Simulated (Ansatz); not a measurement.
This script makes a frozen displacement of one atom of Mg2ZnO3, space group P-3m1 with Ansatz 0.2.0 through its Python package.

The script, `push_mg2zno3.py`:
```python
# -*- coding: utf-8 -*-
import ansatz as az
import numpy as np
from pymatgen.core import Lattice, Structure
from pymatgen.io.ase import AseAtomsAdaptor

config = {
    'kmesh': (12, 12, 4),
    'xc': 'r2SCAN',
    'cutoff_ev': 550,
}

pmg_structure = Structure(
    Lattice([[3.032999, 0.0, 0.0], [-1.516499, 2.626654, 0.0], [0.0, 0.0, 7.403316]]),
    ['Mg', 'Mg', 'Zn', 'O', 'O', 'O'],
    [
        [1 / 3, 2 / 3, 0.6658],
        [2 / 3, 1 / 3, 0.3342],
        [0.0, 0.0, 0.0],
        [1 / 3, 2 / 3, 0.172619],
        [2 / 3, 1 / 3, 0.827381],
        [0.0, 0.0, 0.5],
    ],
)
xtal = az.Crystal.from_ase(AseAtomsAdaptor.get_atoms(pmg_structure))

inverse = np.linalg.inv(np.array(xtal.lattice.vectors))
home = np.array(xtal.sites[1].position)
values = np.linspace(-0.2, 0.2, 5)
energies, pulls = [], []
for shift in values:
    moved = xtal.move(1, to=home + shift * inverse[0])
    base = (
        moved.calculation()
        .kpoints(mesh=config['kmesh'])
        .occupations(az.OccupationsMethod.FIXED)
        .functional(config['xc'])
        .pseudopotentials('paw')
        .basis(config['cutoff_ev'])
        .forces()
    )
    rep = base.run(threads=1, pin='off').report
    energies.append(rep['free_energy_ev'])
    pulls.append(rep['forces_ev_ang'][1][0])

print('shift (A)   dE (eV)   force along x (eV/A)')
for shift, e, f in zip(values, energies, pulls):
    print(f'{shift:8.3f} {e - energies[2]:10.5f} {f:12.4f}')
print(f'stiffness from energies {2 * np.polyfit(values, energies, 2)[0]:.3f}, from forces {-np.polyfit(values, pulls, 1)[0]:.3f} eV/A^2')
```

How stiff is this displacement, and do energies and forces agree?

The curvature of the energy gives 5.400 eV/Å² and the slope of the force 5.491 eV/Å², a positive curvature.

What the script printed:

Running `python push_mg2zno3.py` prints:
```text
shift (A)   dE (eV)   force along x (eV/A)
  -0.200    0.10767       1.1075
  -0.100    0.02633       0.5306
   0.000    0.00000      -0.0000
   0.100    0.02633      -0.5306
   0.200    0.10767      -1.1075
stiffness from energies 5.400, from forces 5.491 eV/A^2
```

The structure comes from a database of computed cells and needn't be a stable or known phase. All periodic images of the atom move with it, so the curvature is one diagonal element of the zone-centre force constants and no normal mode; a positive value doesn't exclude soft modes in which several atoms move. Timing: 8.1 min on 1 thread of Arm Neoverse V1, with other jobs on the host, peak memory 0.99 GiB.
